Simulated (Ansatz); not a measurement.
Working through a scan of one input key of CuAu₃, space group Pm-3m

With the Python package of Ansatz (0.2.0).

The cells in order, each with its output:

**Cell 1**
```python
import ansatz as az

XC = "PBEsol"
VDW = "d3bj"
ECUT = 420
FILLING = "fermi_dirac"
SIGMA = 0.05
```

**Cell 2**
```python
xtal = (
    az.Lattice.of((3.98, 0.0, 0.0), (0.0, 3.98, 0.0), (0.0, 0.0, 3.98))
    .atom("Cu", (0.0, 0.0, 0.0))
    .atom("Au", (0.0, 0.5, 0.5))
    .atom("Au", (0.5, 0.0, 0.5))
    .atom("Au", (0.5, 0.5, 0.0))
)
```

**Cell 3**
```python
xtal.resolved().tree()["lattice"]
```
Output:
```text
((3.98, 0.0, 0.0), (0.0, 3.98, 0.0), (0.0, 0.0, 3.98))
```

**Cell 4**
```python
model = (
    xtal.calculation()
    .kpoints(5, center="gamma")
    .functional(XC, dispersion=VDW)
    .basis(ECUT)
    .occupations(FILLING, width=SIGMA)
    .band_table()
)
typed = model.input()
rows = []
for value in [1, 2, 3]:
    edited = typed.set(az.key.basis.xc_grid, value)
    rep = az.Session.from_dict(edited).plan().execute().report
    rows.append((value, rep["free_energy_ev"], rep["n_iterations"], len(rep["eigenvalues_ev"][0]) if "eigenvalues_ev" in rep else 0))
print("       xc grid            F eV      iterations    bands listed")
for row in rows:
    print(f"{str(row[0]):>14s}  {row[1]:14.5f}  {row[2]:14d}  {row[3]:14d}")
```
Output:
```text
       xc grid            F eV      iterations    bands listed
             1    -45612.44629               7              45
             2    -45612.44630               7              45
             3    -45612.44630               7              45
```

Notes:
- Total energies depend on the potentials; only differences at equal settings carry meaning. A total without «per atom» is that of the whole cell that was run.
- Spin is left out of this run.
- Dispersion corrections can be off by several per cent in the lattices of metals, and by several GPa in the pressure at a fixed cell.
- For a metal this k-point mesh is coarse: on a finer one energies can move by several to tens of meV an atom and pressures by half a GPa or more, differences at one mesh by less.
- Spin-orbit coupling, which matters for elements this heavy, is left out.
- The structure is a deposited one; some such entries were measured under pressure or heat, so a shift against it needn't be the functional's error alone.
- The whole script took 6.3 s on 1 thread of Arm Neoverse V1 (shared host), peak memory 0.39 GiB.
